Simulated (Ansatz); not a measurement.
# H2O with CH3I: superposition error and deformation

Aim: split the binding of a pair into the counterpoise interaction, the basis-set superposition error and the cost of deforming the fragments.

Computed with Ansatz 0.2.0, Gaussian basis. Level: PBE0-D4 structures, single points in def2-TZVPPD.

Levels: PBE-D4, revPBE-D4, BLYP-D4, r2SCAN-D4, B97M-V, PBE0-D4, B3LYP-D4, HSE06-D4, wB97X-V, wB97M-V, B2PLYP, Hartree-Fock, MP2, CCSD, CCSD(T).

Correlated methods freeze the cores. Filled d shells of the heavier atoms are correlated. Core potentials replace the inner electrons past krypton, and spin-orbit coupling is left out. B3LYP uses VWN-RPA correlation. B2PLYP carries no dispersion term here.

129 further runs of the same task are left out: 129 set aside as unsound or not needed. Runs told in other sessions of the task aren't counted.

## Step 1: The starting structure

The relaxed pair: 8 atoms, charge 0, spin multiplicity 1.

Atoms are counted from 1 here; the program's logs count them from 0.

Bond lengths: O1–H2 0.960 Å, O1–H3 0.964 Å, C4–I5 2.134 Å, C4–H6 1.086 Å, C4–H7 1.085 Å, C4–H8 1.087 Å. Angles: H2–O1–H3 104.9°, I5–C4–H6 107.3°, I5–C4–H7 107.3°, I5–C4–H8 106.6°, H6–C4–H7 111.4°, H6–C4–H8 112.0°, H7–C4–H8 111.9°.

Geometry (Å):

```xyz
8
CH5IO
O     0.31352   -0.25603   -2.03029
H     0.39309    0.50914   -2.60411
H    -0.59215   -0.22754   -1.70256
C     0.20463   -0.03619    1.32017
I    -1.85578    0.24808    0.84475
H     0.52701    0.82979    1.88987
H     0.27738   -0.94580    1.90804
H     0.73238   -0.12145    0.37412
```

Atoms 1 to 3 are fragment A (H2O), the rest fragment B (CH3I). From earlier runs, pair energy (eV) and counterpoise interaction (kJ/mol):

```tsv
method	E(pair)	interaction
PBE-D4	-11264.27293	-15.94
revPBE-D4	-11268.83589	-13.23
BLYP-D4	-11266.00784	-13.51
r2SCAN-D4	-11269.71187	-15.01
B97M-V	-11267.22531	-14.68
PBE0-D4	-11265.16330	-15.17
B3LYP-D4	-11271.34101	-14.13
HSE06-D4	-11264.94574	-15.15
wB97X-V	-11266.91738	-13.96
wB97M-V	-11266.28362	-14.10
B2PLYP	-11261.39406	-10.20
MP2	-11246.67615	-12.40
CCSD(T)	-11247.15450	-11.94
```

First each fragment is run alone in its own basis, frozen in the shape it has in the pair (a, b).

## Step 2: PBE-D4/def2-TZVPPD

Contents of a/in.yaml:

```yaml
crystal:
  periodic: [false, false, false]
  atoms:
    - {symbol: O, position_ang: [0.313521, -0.256033, -2.030286]}
    - {symbol: H, position_ang: [0.393094, 0.509144, -2.604106]}
    - {symbol: H, position_ang: [-0.592152, -0.227545, -1.702560]}
basis:
  gaussian: {orbitals: "def2-TZVPPD.json"}
hamiltonian: {xc: pbe, dispersion: d4}
```

Contents of b/in.yaml:

```yaml
crystal:
  periodic: [false, false, false]
  atoms:
    - {symbol: C, position_ang: [0.204631, -0.036185, 1.320171]}
    - {symbol: I, position_ang: [-1.855776, 0.248082, 0.844749]}
    - {symbol: H, position_ang: [0.527012, 0.829786, 1.889875]}
    - {symbol: H, position_ang: [0.277385, -0.945802, 1.908036]}
    - {symbol: H, position_ang: [0.732384, -0.121446, 0.374122]}
basis:
  gaussian: {orbitals: "def2-TZVPPD.json"}
hamiltonian: {xc: pbe, dispersion: d4}
```

The basis file named in the input lies beside it (Basis Set Exchange, JSON).

The same command starts each run, in its folder.

On the command line:

```bash
$ ansatz run in.yaml --threads 4 --pin off --events-out ev --progress --plain --max-ram 9574MiB
```

a printed:

```text
Functional definition: PBE
  name "PBE"
  cite "Perdew, Burke & Ernzerhof, Phys. Rev. Lett. 77, 3865 (1996) doi:10.1103/PhysRevLett.77.3865"
  parent pbe
  parameter kappa = 0.804
  parameter beta = 0.06672455060314922
  exchange = pbe_x(kappa = kappa, mu = beta*pi^2/3)
  correlation = pbe_c(beta = beta)
302 factors; their error is unknown
mean field evaluation 1: about -2072.8502 eV, gradient 6.0e1 eV
mean field evaluation 2: about -2043.2311 eV, gradient 1.3e2 eV
mean field evaluation 4: about -2078.5027 eV, gradient 1.1e0 eV
mean field evaluation 8: about -2078.5019 eV, gradient 2.0e-2 eV
mean field -2078.50190009 eV, -76.3835359691 hartree, gradient 6.9e-5 eV, S^2 0.000000; 0 other end points of the search recorded, 0 dependent functions left out
reference -2078.50193969 eV, -76.3835374244 hartree; 5, 5 occupied and 69, 69 virtual orbitals, 302 factors
Total energy: -2078.50726544 eV, -76.3837331422 hartree
```

Output in b, shortened:

```text
[... 4 set-up lines as earlier in the session ...]
[...]
765 factors; their error is unknown
[...]
mean field -9185.53464169 eV, -337.5621719030 hartree, gradient 3.8e-5 eV, S^2 0.000000; 0 other end points of the search recorded, 0 dependent functions left out
reference -9185.53468616 eV, -337.5621735375 hartree; 17, 17 occupied and 130, 130 virtual orbitals, 765 factors
Total energy: -9185.59906385 eV, -337.5645393739 hartree
```

Times: 0.15 s (a), 0.6 s (b) on 4 threads of Arm Neoverse V2, shared host.

## Step 3: r2SCAN-D4/def2-TZVPPD

The same edit goes into each in.yaml of step 2 (a, b):

```diff
-hamiltonian: {xc: pbe, dispersion: d4}
+hamiltonian: {xc: r2scan, dispersion: d4}
```

Each run has its own folder and the same command.

On the command line:

```bash
$ ansatz run in.yaml --threads 4 --pin off --events-out ev --progress --plain --max-ram 9574MiB
```

Output in a, shortened:

```text
Functional definition: r2SCAN
  name "r2SCAN"
  cite "Furness, Kaplan, Ning, Perdew & Sun, J. Phys. Chem. Lett. 11, 8208 (2020) doi:10.1021/acs.jpclett.0c02405"
  cite "Furness, Kaplan, Ning, Perdew & Sun, J. Phys. Chem. Lett. 11, 9248 (2020) doi:10.1021/acs.jpclett.0c03077"
  parent r2scan
[...]
302 factors; their error is unknown
[...]
mean field -2079.64492603 eV, -76.4255413978 hartree, gradient 5.0e-5 eV, S^2 0.000000; 0 other end points of the search recorded, 0 dependent functions left out
reference -2079.64493990 eV, -76.4255419072 hartree; 5, 5 occupied and 69, 69 virtual orbitals, 302 factors
Total energy: -2079.64621453 eV, -76.4255887492 hartree
```

b printed, shortened:

```text
[... 5 set-up lines as earlier in the session ...]
[...]
765 factors; their error is unknown
[...]
mean field -9189.89489888 eV, -337.7224083994 hartree, gradient 3.9e-5 eV, S^2 0.000000; 0 other end points of the search recorded, 0 dependent functions left out
reference -9189.89490996 eV, -337.7224088066 hartree; 17, 17 occupied and 130, 130 virtual orbitals, 765 factors
Total energy: -9189.90856495 eV, -337.7229106183 hartree
```

They took 0.4 s (a), 1.4 s (b) on 4 threads of Arm Neoverse V2, shared host.

## Step 4: PBE0-D4/def2-TZVPPD

The same edit goes into each in.yaml of step 3 (a, b):

```diff
-hamiltonian: {xc: r2scan, dispersion: d4}
+hamiltonian: {xc: pbe0, dispersion: d4}
+output: {orbitals: {seedname: orbitals}}
```

One command serves all of them, each in its own folder.

On the command line:

```bash
$ ansatz run in.yaml --threads 4 --pin off --events-out ev --progress --plain --max-ram 9574MiB
```

a printed, shortened:

```text
Functional definition: PBE0
  name "PBE0"
  cite "Adamo & Barone, J. Chem. Phys. 110, 6158 (1999) doi:10.1063/1.478522"
[... 2 set-up lines as earlier in the session ...]
[...]
302 factors; their error is unknown
[...]
mean field -2078.49555528 eV, -76.3833028018 hartree, gradient 1.8e-5 eV, S^2 0.000000; 0 other end points of the search recorded, 0 dependent functions left out
reference -2078.49558481 eV, -76.3833038870 hartree; 5, 5 occupied and 69, 69 virtual orbitals, 302 factors
Total energy: -2078.49984761 eV, -76.3834605418 hartree
```

Log of b, shortened:

```text
[... 5 set-up lines as earlier in the session ...]
[...]
810 factors; their error is unknown
[...]
mean field -9186.45167641 eV, -337.5958723074 hartree, gradient 3.4e-5 eV, S^2 0.000000; 0 other end points of the search recorded, 0 dependent functions left out
reference -9186.45170583 eV, -337.5958733885 hartree; 17, 17 occupied and 130, 130 virtual orbitals, 810 factors
Total energy: -9186.50500366 eV, -337.5978320476 hartree
```

They took 0.15 s (a), 0.8 s (b) on 4 threads of Arm Neoverse V2, shared host.

Fields of b:

Orbitals, density, ELF and potential are computed afterwards from the orbital file.

Frontier orbitals at PBE0-D4/def2-TZVPPD, with the share of their density that lies nearest to each atom:

```tsv
orbital	energy (eV)	lies on
HOMO	-7.30	I2 90 %
LUMO	-0.95	I2 50 %; C1 21 %; H3, H4, H5 about 10 % each
```

ELF in a plane through or near 3 of the atoms.

Ten even steps from '0' (0.00) to '9' (1.00):
```
0000000000000000000000000000
0000000000000000000000000000
0000000000000000000000000000
0000000000222100001222100000
0000000002787400014555310000
0000000037999920027787642000
0000000038999940147888753100
0000000026999963355567763100
0000000013788766634543663100
0000000001453347637474453100
0000000001452147626464453100
0000000001566556634543663100
0000000001355532455567763100
0000000000122100258888753100
0000000000000000147887642000
0000000000000000025555320000
0000000000000000012332100000
0000000000000000000000000000
0000000000000000000000000000
0000000000000000000000000000
```
The map spans 9.0 Å across and 7.3 Å up, centred on the molecule. Atoms in the plane (x, y in Å): C1 (-0.2, 0.0), I2 (1.9, 0.0), H5 (-0.5, 1.0).

On the surface of density 0.002 e/bohr³ the electrostatic potential runs, from the 1st to the 99th percentile, from -0.52 V near I2 to 1.18 V near H4.

## Step 5: B3LYP-D4/def2-TZVPPD

Each input of step 4 (a, b) changes in the same lines:

```diff
-hamiltonian: {xc: pbe0, dispersion: d4}
-output: {orbitals: {seedname: orbitals}}
+hamiltonian: {xc: {name: B3LYP}, dispersion: d4}
```

The same command starts each run, in its folder.

On the command line:

```bash
$ ansatz run in.yaml --threads 4 --pin off --events-out ev --progress --plain --max-ram 9574MiB
```

Log of a, shortened:

```text
Functional definition: B3LYP
  name "B3LYP"
  cite "Stephens, Devlin, Chabalowski & Frisch, J. Phys. Chem. 98, 11623 (1994) doi:10.1021/j100096a001"
  cite "Becke, Phys. Rev. A 38, 3098 (1988) doi:10.1103/PhysRevA.38.3098"
  cite "Lee, Yang & Parr, Phys. Rev. B 37, 785 (1988) doi:10.1103/PhysRevB.37.785"
  cite "Vosko, Wilk & Nusair, Can. J. Phys. 58, 1200 (1980) doi:10.1139/p80-159"
[...]
302 factors; their error is unknown
[...]
mean field -2080.83942270 eV, -76.4694383405 hartree, gradient 1.7e-5 eV, S^2 0.000000; 0 other end points of the search recorded, 0 dependent functions left out
reference -2080.83961103 eV, -76.4694452615 hartree; 5, 5 occupied and 69, 69 virtual orbitals, 302 factors
Total energy: -2080.84805083 eV, -76.4697554185 hartree
```

b printed, shortened:

```text
[... 6 set-up lines as earlier in the session ...]
[...]
794 factors; their error is unknown
[...]
mean field -9190.23855812 eV, -337.7350376433 hartree, gradient 2.0e-5 eV, S^2 0.000000; 0 other end points of the search recorded, 0 dependent functions left out
reference -9190.23877375 eV, -337.7350455678 hartree; 17, 17 occupied and 130, 130 virtual orbitals, 794 factors
Total energy: -9190.34514487 eV, -337.7389546342 hartree
```

Wall times: 0.2 s (a), 0.95 s (b) on 4 threads of Arm Neoverse V2, shared host.

## Step 6: wB97X-V/def2-TZVPPD

Each input of step 5 (a, b) changes in the same lines:

```diff
-hamiltonian: {xc: {name: B3LYP}, dispersion: d4}
+hamiltonian: {xc: {name: wB97X-V}}
```

One command serves all of them, each in its own folder.

On the command line:

```bash
$ ansatz run in.yaml --threads 4 --pin off --events-out ev --progress --plain --max-ram 9574MiB
```

a printed, shortened:

```text
Functional definition: wB97X-V
  name "wB97X-V"
  cite "Mardirossian & Head-Gordon, Phys. Chem. Chem. Phys. 16, 9904 (2014) doi:10.1039/C3CP54374A"
  cite "Becke, J. Chem. Phys. 107, 8554 (1997) doi:10.1063/1.475007"
  cite "Vydrov & Van Voorhis, J. Chem. Phys. 133, 244103 (2010) doi:10.1063/1.3521275"
[...]
      + integral(e_c_pw_opposite_spin*poly(b97_u_opposite, cos0, cos1)) + vv10(b, c)
302 factors; their error is unknown
104 factors; integrals over basis functions are off by at most 2.9e-5 eV
[...]
mean field -2079.95955633 eV, -76.4371038478 hartree, gradient 3.9e-5 eV, S^2 0.000000; 0 other end points of the search recorded, 0 dependent functions left out
reference -2079.95955441 eV, -76.4371037774 hartree; 5, 5 occupied and 69, 69 virtual orbitals, 302 factors
Total energy: -2079.95955441 eV, -76.4371037774 hartree
```

Output in b, shortened:

```text
[... 5 set-up lines as earlier in the session ...]
[...]
      + integral(e_c_pw_opposite_spin*poly(b97_u_opposite, cos0, cos1)) + vv10(b, c)
794 factors; their error is unknown
238 factors; integrals over basis functions are off by at most 3.7e-5 eV
[...]
mean field -9186.81185009 eV, -337.6091084460 hartree, gradient 6.5e-5 eV, S^2 0.000000; 0 other end points of the search recorded, 0 dependent functions left out
reference -9186.81184828 eV, -337.6091083795 hartree; 17, 17 occupied and 130, 130 virtual orbitals, 794 factors
Total energy: -9186.81184828 eV, -337.6091083795 hartree
```

Times: 0.45 s (a), 2.3 s (b) on 4 threads of Arm Neoverse V2, shared host.

## Step 7: wB97M-V/def2-TZVPPD

The same edit goes into each in.yaml of step 6 (a, b):

```diff
-hamiltonian: {xc: {name: wB97X-V}}
+hamiltonian: {xc: {name: wB97M-V}}
```

The same command starts each run, in its folder.

On the command line:

```bash
$ ansatz run in.yaml --threads 4 --pin off --events-out ev --progress --plain --max-ram 9574MiB
```

a printed, shortened:

```text
Functional definition: wB97M-V
  name "wB97M-V"
  cite "Mardirossian & Head-Gordon, J. Chem. Phys. 144, 214110 (2016) doi:10.1063/1.4952647"
[... 2 set-up lines as earlier in the session ...]
  # Of w^i u^j: cxij and so on, Table III.
[...]
  gx(w, u) = 1 - cx + cx01*u + cx10*w
[...]
      + integral(e_c_pw_mod_opposite_spin*gos(b97_w_opposite, b97_u_opposite)) + vv10(b, c)
302 factors; their error is unknown
104 factors; integrals over basis functions are off by at most 2.9e-5 eV
[...]
mean field -2079.93957381 eV, -76.4363695040 hartree, gradient 2.4e-5 eV, S^2 0.000000; 0 other end points of the search recorded, 0 dependent functions left out
reference -2079.93962109 eV, -76.4363712413 hartree; 5, 5 occupied and 69, 69 virtual orbitals, 302 factors
Total energy: -2079.93962109 eV, -76.4363712413 hartree
```

Output in b, shortened:

```text
[... 5 set-up lines as earlier in the session ...]
  # Of w^i u^j: cxij and so on, Table III.
[...]
  gx(w, u) = 1 - cx + cx01*u + cx10*w
[...]
      + integral(e_c_pw_mod_opposite_spin*gos(b97_w_opposite, b97_u_opposite)) + vv10(b, c)
794 factors; their error is unknown
238 factors; integrals over basis functions are off by at most 3.7e-5 eV
[...]
mean field -9186.19626110 eV, -337.5864859678 hartree, gradient 6.4e-5 eV, S^2 0.000000; 0 other end points of the search recorded, 0 dependent functions left out
reference -9186.19631226 eV, -337.5864878479 hartree; 17, 17 occupied and 130, 130 virtual orbitals, 794 factors
Total energy: -9186.19631226 eV, -337.5864878479 hartree
```

They took 0.45 s (a), 2.6 s (b) on 4 threads of Arm Neoverse V2, shared host.

## Step 8: B2PLYP/def2-TZVPPD

Each input of step 7 (a, b) changes in the same lines:

```diff
-hamiltonian: {xc: {name: wB97M-V}}
+hamiltonian: {xc: {name: B2PLYP}}
```

One command serves all of them, each in its own folder.

On the command line:

```bash
$ ansatz run in.yaml --threads 4 --pin off --events-out ev --progress --plain --max-ram 9574MiB
```

a printed, shortened:

```text
Functional definition: B2PLYP
  name "B2PLYP"
  cite "Grimme, J. Chem. Phys. 124, 034108 (2006) doi:10.1063/1.2148954"
[... 2 set-up lines as earlier in the session ...]
[...]
427 factors; integrals over basis functions are off by at most 1.4e-3 eV
[...]
mean field -2077.09324318 eV, -76.3317687826 hartree, gradient 8.1e-6 eV, S^2 0.000000; 0 other end points of the search recorded, 0 dependent functions left out
1 core orbitals not correlated: weight in the atoms' cores, before any rotation towards them, 1.000 or more for the frozen orbitals, at most 0.000 for the correlated occupied ones
reference -2077.09335932 eV, -76.3317730504 hartree; 4, 4 occupied and 69, 69 virtual orbitals, 427 factors
second order -8.53283902 eV of doubles, -0.00000000 eV of singles
Total energy: -2079.39722585 eV, -76.4164385839 hartree
```

b printed, shortened:

```text
[... 5 set-up lines as earlier in the session ...]
[...]
1018 factors; integrals over basis functions are off by at most 8.5e-4 eV
[...]
mean field -9176.01650623 eV, -337.2123868766 hartree, gradient 1.4e-6 eV, S^2 0.000000; 0 other end points of the search recorded, 0 dependent functions left out
5 core orbitals not correlated: weight in the atoms' cores, before any rotation towards them, 1.000 or more for the frozen orbitals, at most 0.000 for the correlated occupied ones
reference -9176.01663777 eV, -337.2123917105 hartree; 12, 12 occupied and 130, 130 virtual orbitals, 1018 factors
second order -21.71803289 eV of doubles, -0.00000000 eV of singles
Total energy: -9181.88050665 eV, -337.4278849171 hartree
```

They took 0.25 s (a), 1.4 s (b) on 4 threads of Arm Neoverse V2, shared host.

## Step 9: BLYP-D4/def2-TZVPPD

The same edit goes into each in.yaml of step 8 (a, b):

```diff
-hamiltonian: {xc: {name: B2PLYP}}
+hamiltonian: {xc: {name: BLYP}, dispersion: d4}
```

The same command starts each run, in its folder.

On the command line:

```bash
$ ansatz run in.yaml --threads 4 --pin off --events-out ev --progress --plain --max-ram 9574MiB
```

a printed, shortened:

```text
Functional definition: BLYP
  name "BLYP"
[... 2 set-up lines as earlier in the session ...]
[...]
302 factors; their error is unknown
[...]
mean field -2080.37593279 eV, -76.4524054007 hartree, gradient 8.0e-5 eV, S^2 0.000000; 0 other end points of the search recorded, 0 dependent functions left out
reference -2080.37618624 eV, -76.4524147148 hartree; 5, 5 occupied and 69, 69 virtual orbitals, 302 factors
Total energy: -2080.38904963 eV, -76.4528874357 hartree
```

Log of b, shortened:

```text
[... 4 set-up lines as earlier in the session ...]
[...]
765 factors; their error is unknown
[...]
mean field -9185.33047473 eV, -337.5546689055 hartree, gradient 3.4e-5 eV, S^2 0.000000; 0 other end points of the search recorded, 0 dependent functions left out
reference -9185.33077650 eV, -337.5546799955 hartree; 17, 17 occupied and 130, 130 virtual orbitals, 765 factors
Total energy: -9185.47728848 eV, -337.5600642114 hartree
```

Times: 0.2 s (a), 0.75 s (b) on 4 threads of Arm Neoverse V2, shared host.

## Step 10: revPBE-D4/def2-TZVPPD

Each input of step 9 (a, b) changes in the same lines:

```diff
-hamiltonian: {xc: {name: BLYP}, dispersion: d4}
+hamiltonian: {xc: {name: revPBE}, dispersion: d4}
```

The same command starts each run, in its folder.

On the command line:

```bash
$ ansatz run in.yaml --threads 4 --pin off --events-out ev --progress --plain --max-ram 9574MiB
```

Output in a, shortened:

```text
Functional definition: revPBE
  name "revPBE"
  cite "Zhang & Yang, Phys. Rev. Lett. 80, 890 (1998) doi:10.1103/PhysRevLett.80.890"
[... 1 set-up line as earlier in the session ...]
[...]
302 factors; their error is unknown
[...]
mean field -2080.14054371 eV, -76.4437550115 hartree, gradient 7.1e-5 eV, S^2 0.000000; 0 other end points of the search recorded, 0 dependent functions left out
reference -2080.14059301 eV, -76.4437568232 hartree; 5, 5 occupied and 69, 69 virtual orbitals, 302 factors
Total energy: -2080.16641396 eV, -76.4447057256 hartree
```

Log of b, shortened:

```text
[... 4 set-up lines as earlier in the session ...]
[...]
765 factors; their error is unknown
[...]
mean field -9188.32547314 eV, -337.6647330673 hartree, gradient 4.1e-5 eV, S^2 0.000000; 0 other end points of the search recorded, 0 dependent functions left out
reference -9188.32553270 eV, -337.6647352561 hartree; 17, 17 occupied and 130, 130 virtual orbitals, 765 factors
Total energy: -9188.53093014 eV, -337.6722834728 hartree
```

Wall times: 0.15 s (a), 0.65 s (b) on 4 threads of Arm Neoverse V2, shared host.

## Step 11: B97M-V/def2-TZVPPD

Each input of step 10 (a, b) changes in the same lines:

```diff
-hamiltonian: {xc: {name: revPBE}, dispersion: d4}
+hamiltonian: {xc: {name: B97M-V}}
```

Each run has its own folder and the same command.

On the command line:

```bash
$ ansatz run in.yaml --threads 4 --pin off --events-out ev --progress --plain --max-ram 9574MiB
```

a printed, shortened:

```text
Functional definition: B97M-V
  name "B97M-V"
  cite "Mardirossian & Head-Gordon, J. Chem. Phys. 142, 074111 (2015) doi:10.1063/1.4907719"
[... 2 set-up lines as earlier in the session ...]
  # Of w^i u^j: cxij and so on, Table III.
[...]
  gx(w, u) = cx00 + cx01*u + cx02*u^2 + (cx10 + cx11*u)*w
[...]
  gos(w, u) = cos00 + cos01*u + cos03*u^3 + cos10*w + cos32*w^3*u^2
[...]
      + integral(e_c_pw_mod_opposite_spin*gos(b97_w_opposite, b97_u_opposite)) + vv10(b, c)
302 factors; their error is unknown
[...]
mean field -2080.01448792 eV, -76.4391225467 hartree, gradient 1.8e-5 eV, S^2 0.000000; 0 other end points of the search recorded, 0 dependent functions left out
reference -2080.01454563 eV, -76.4391246672 hartree; 5, 5 occupied and 69, 69 virtual orbitals, 302 factors
Total energy: -2080.01454563 eV, -76.4391246672 hartree
```

b printed, shortened:

```text
[... 5 set-up lines as earlier in the session ...]
  # Of w^i u^j: cxij and so on, Table III.
[...]
  gx(w, u) = cx00 + cx01*u + cx02*u^2 + (cx10 + cx11*u)*w
[...]
  gos(w, u) = cos00 + cos01*u + cos03*u^3 + cos10*w + cos32*w^3*u^2
[...]
      + integral(e_c_pw_mod_opposite_spin*gos(b97_w_opposite, b97_u_opposite)) + vv10(b, c)
765 factors; their error is unknown
[...]
mean field -9187.05673383 eV, -337.6181077575 hartree, gradient 2.7e-5 eV, S^2 0.000000; 0 other end points of the search recorded, 0 dependent functions left out
reference -9187.05679928 eV, -337.6181101628 hartree; 17, 17 occupied and 130, 130 virtual orbitals, 765 factors
Total energy: -9187.05679928 eV, -337.6181101628 hartree
```

They took 0.4 s (a), 2.7 s (b) on 4 threads of Arm Neoverse V2, shared host.

(Part 1 of 3 ends here.)
